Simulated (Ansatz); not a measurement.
# CH4ClFSSi: how energies converge with the basis set

How large a basis does CH4ClFSSi need? Two functionals are run in growing sets.

Method: one geometry, several basis sets; program: Ansatz 0.2.0, Gaussian basis.

The runs, in order: PBE0-D4/def2-SVP; ωB97M-V/def2-SVP; PBE0-D4/def2-QZVPP; ωB97M-V/def2-QZVPP; the functionals' def2-TZVPP values are taken from earlier runs.

### 1 The geometry

All runs share one geometry, relaxed beforehand with PBE0-D4 in a triple-zeta def2 set.

SMILES `C[Si](F)(S)Cl`, 9 atoms, charge 0, spin multiplicity 1.

Atoms are counted from 1 here; the program's logs count them from 0.

Bond lengths: C1–Si2 1.843 Å, C1–H6 1.092 Å, C1–H7 1.093 Å, C1–H8 1.091 Å, Si2–F3 1.593 Å, Si2–S4 2.117 Å, Si2–Cl5 2.040 Å, S4–H9 1.346 Å. Angles: Si2–C1–H6 110.0°, Si2–C1–H7 110.4°, Si2–C1–H8 110.5°, H6–C1–H7 108.4°, H6–C1–H8 108.9°, H7–C1–H8 108.6°, C1–Si2–F3 107.8°, C1–Si2–S4 114.8°, C1–Si2–Cl5 111.2°, F3–Si2–S4 110.1°, F3–Si2–Cl5 107.5°, S4–Si2–Cl5 105.2°, Si2–S4–H9 93.0°.

Geometry (Å):

```
atom    x (Å)    y (Å)    z (Å)
  C1  -0.2279  -0.9232  -0.7252
 Si2   0.5361   0.4805   0.1932
  F3   1.5800  -0.1275   1.2313
  S4  -0.8391   1.7369   1.1984
 Cl5   1.5671   1.7122  -1.0651
  H6   0.5486  -1.5156  -1.2145
  H7  -0.7774  -1.5727  -0.0395
  H8  -0.9195  -0.5521  -1.4830
  H9  -1.3793   0.7151   1.8874
```

### 2 PBE0-D4 in def2-SVP

Input file in.yaml:

```yaml
crystal:
  periodic: [false, false, false]
  atoms:
    - {symbol: C, position_ang: [-0.227948, -0.923190, -0.725247]}
    - {symbol: Si, position_ang: [0.536138, 0.480454, 0.193224]}
    - {symbol: F, position_ang: [1.580012, -0.127508, 1.231285]}
    - {symbol: S, position_ang: [-0.839127, 1.736941, 1.198375]}
    - {symbol: Cl, position_ang: [1.567069, 1.712151, -1.065146]}
    - {symbol: H, position_ang: [0.548600, -1.515623, -1.214471]}
    - {symbol: H, position_ang: [-0.777376, -1.572727, -0.039543]}
    - {symbol: H, position_ang: [-0.919507, -0.552073, -1.483013]}
    - {symbol: H, position_ang: [-1.379258, 0.715074, 1.887437]}
basis:
  gaussian: {orbitals: def2-SVP}
hamiltonian: {xc: pbe0, dispersion: d4}
output: {orbitals: {seedname: orbitals}}
```

Further steps of the session: ωB97M-V in def2-SVP; PBE0-D4 in def2-QZVPP; ωB97M-V in def2-QZVPP.

Q: Predict the results of all the runs planned. Wanted: PBE0-D4: double and triple zeta above quadruple; ωB97M-V: double and triple zeta above quadruple.

The runs gave:

```
                                       quantity           value
PBE0-D4: double and triple zeta above quadruple  16.97, 1.18 eV
ωB97M-V: double and triple zeta above quadruple  16.97, 1.12 eV
```

In words: PBE0-D4 gains 15.78 eV from double to triple zeta, then 1.18 eV more. Total energies overstate the basis error of differences, where much of it tends to cancel. The LUMO of ωB97M-V is positive and keeps falling with the basis (2.51 to 1.31 eV): an unbound level that the basis holds in place.
